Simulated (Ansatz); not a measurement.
# CrAgO2: the cost of one run

Computed with Ansatz 0.2.0 (DFT r²SCAN+U (U_eff = 3 eV on Cr d), plane waves, PAW, unless a step's input says otherwise).

### Step 1. The system as given

It takes space group R-3m (No. 166, trigonal). The conventional cell has a = 2.985 Å, b = 2.985 Å, c = 18.510 Å, α = 90.00°, β = 90.00°, γ = 120.00°. Cr (site symmetry -3m) has 6 O at 2.00 Å as nearest neighbours. Ag (site symmetry -3m) is surrounded by 2 O at 2.07 Å. O (site symmetry 3m) is surrounded by 3 Cr at 2.00 Å and 1 Ag at 2.07 Å.

Coordinates:

```xyz
4
Lattice="1.4925 0.8617 6.1700 -1.4925 0.8617 6.1700 0.0000 -1.7234 6.1700" Properties=species:S:1:pos:R:3 pbc="T T T"
Cr    0.0000    0.0000    9.2550
Ag    0.0000    0.0000    0.0000
O     0.0000    0.0000    2.0713
O     0.0000    0.0000   16.4387
```

Magnetic order typed: ferromagnetic.

An earlier series on this cell reached its lowest free state from «from atoms, symmetry kept, no search», perhaps among other starts.

### Step 2. Random orbitals: single harmonics, second filling

File input.yaml:

```yaml
crystal:
  lattice:
    - [1.49250042, 0.86169552, 6.16999799]
    - [-1.49250042, 0.86169552, 6.16999799]
    - [0.0, -1.72339103, 6.16999799]
  atoms:
    - { symbol: Cr, position: [0.5, 0.5, 0.5], spin: 1.0 }
    - { symbol: Ag, position: [0.0, 0.0, 0.0] }
    - { symbol: O, position: [0.1119, 0.1119, 0.1119] }
    - { symbol: O, position: [0.8881, 0.8881, 0.8881] }
basis:
  ecutwfc: 500
  ecutrho_ratio: 4
kpoints:
  mp_grid: { grid: [7, 7, 7] }
hamiltonian:
  xc: r2scan
  hubbard:
    sites:
      - { site: 0, l: d, u_eff: 3.0, starting_ns: [{ spin: up, occupation_matrix: s0up }, { spin: down, occupation_matrix: s0down }] }
    occupation_matrices:
      s0up:
        matrix:
          - [0.97, 0.0, 0.0, 0.0, 0.0]
          - [0.0, 0.97, 0.0, 0.0, 0.0]
          - [0.0, 0.0, 0.02, 0.0, 0.0]
          - [0.0, 0.0, 0.0, 0.02, 0.0]
          - [0.0, 0.0, 0.0, 0.0, 0.02]
      s0down:
        matrix:
          - [0.02, 0.0, 0.0, 0.0, 0.0]
          - [0.0, 0.02, 0.0, 0.0, 0.0]
          - [0.0, 0.0, 0.02, 0.0, 0.0]
          - [0.0, 0.0, 0.0, 0.97, 0.0]
          - [0.0, 0.0, 0.0, 0.0, 0.02]
    ns_hold: { iters: 5 }
scf:
  occupations: { method: gaussian, width: 0.05 }
  lower_state_search: "off"
  max_iter: 150
output:
  forces: true
  stress: true
  eigenvalues: true
  populations: true
  hubbard: { sites: [{ site: 0, l: d }] }
magnetization:
  spin_polarized: true
```

The typed matrices put 0.97 on the chosen orbitals and 0.02 on the others, and are held for 5 cycles.

The run is started by

```bash
ansatz run input.yaml --threads 4 --pin off --max-ram 6144MiB --backend cpu --events-out ev --progress --plain --runs-dir out
```

What time and memory should one allow on 4 threads of Arm Neoverse V1, shared host?

About 2.6 min, with a peak of 1.2 GiB.
